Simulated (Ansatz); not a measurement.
# Na: a tetragonal deformation path

One table from this session's results is given with a row withheld; the runs are named, their logs left out.

Program: Ansatz 0.2.0. Level of theory: DFT PBEsol, scalar-relativistic, plane waves, PAW. These are calculated values, not measurements.

### The structure to begin with

The structure is cubic, space group Im-3m (No. 229). The conventional cell has a = 4.235 Å, b = 4.235 Å, c = 4.235 Å, α = 90.00°, β = 90.00°, γ = 90.00°. Na (site symmetry m-3m) is surrounded by 8 Na at 3.67 Å.

As a file:

```xyz
1
Lattice="-2.1175 2.1175 2.1175 2.1175 -2.1175 2.1175 2.1175 2.1175 -2.1175" Properties=species:S:1:pos:R:3 pbc="T T T"
Na    0.0000    0.0000    0.0000
```

The cell is taken as given, not relaxed at this level.

### The reference cell

Reference values: F = -1475.8703 eV; pressure -0.33 GPa; largest force 0.000 eV/Å; gap on the mesh none (metal). It was computed beforehand with the settings of the runs below.

The first run:

At fixed volume and fractional coordinates, lengths along (0.000, 0.000, 1.000) are scaled against those across it; ρ is that ratio over its starting value.

File input.yaml:

```yaml
crystal:
  lattice:
    - [-2.3769330413, 2.3769330413, 1.6804916602]
    - [2.3769330413, -2.3769330413, 1.6804916602]
    - [2.3769330413, 2.3769330413, -1.6804916602]
  atoms:
    - { symbol: Na, position: [0.0, 0.0, 0.0] }
basis:
  ecutwfc: 420
kpoints:
  mp_grid: { grid: [18, 18, 18] }
hamiltonian:
  xc: pbesol
scf:
  occupations: { method: gaussian, width: 0.15 }
output:
  forces: true
  stress: true
  eigenvalues: true
```

On the command line:

```console
ansatz run input.yaml --threads 1 --pin off --max-ram 2560MiB --backend cpu --events-out ev --progress --plain --runs-dir out
```

Among the steps run: Point ρ = 0.707; At ρ = 1.414; Point ρ = 0.850; At ρ = 1.200; Point ρ = 0.780; Point ρ = 1.300; ρ = 0.920; Point ρ = 1.100; Point ρ = 0.650; Point ρ = 1.500; At ρ = 0.960; Point ρ = 1.050.

One of the session's tables, all rows but one given; the rest of the session is left out.

The scan, with free energies counted from the undisturbed cell:

```
    ρ  ΔE (meV/atom)  pressure (GPa)
0.650           89.1             0.1
0.707              ?               ?
0.780           18.2            -0.2
0.850            5.6            -0.3
0.920            0.9            -0.3
0.960            0.1            -0.3
1.000            0.0            -0.3
1.050            0.1            -0.3
1.100            0.2            -0.3
1.200            0.3            -0.3
1.300           -0.1            -0.3
1.414           -0.5            -0.3
1.500            0.1            -0.3
```

Q: Estimate the row for ρ = 0.707 from the others.

Worked estimate for «ΔE (meV/atom)». A straight line through the neighbours (0.650, 89.1) and (0.780, 18.2) gives 89.1 + (18.2 − 89.1) × (0.707 − 0.650) / (0.780 − 0.650) = 58.0; a parabola fitted to 3 rows on both sides gives 50.4.

**Answer.** ΔE (meV/atom): 47.1; pressure (GPa): -0.1. In «ΔE (meV/atom)» the line misses by +10.9 and the parabola by +3.3.
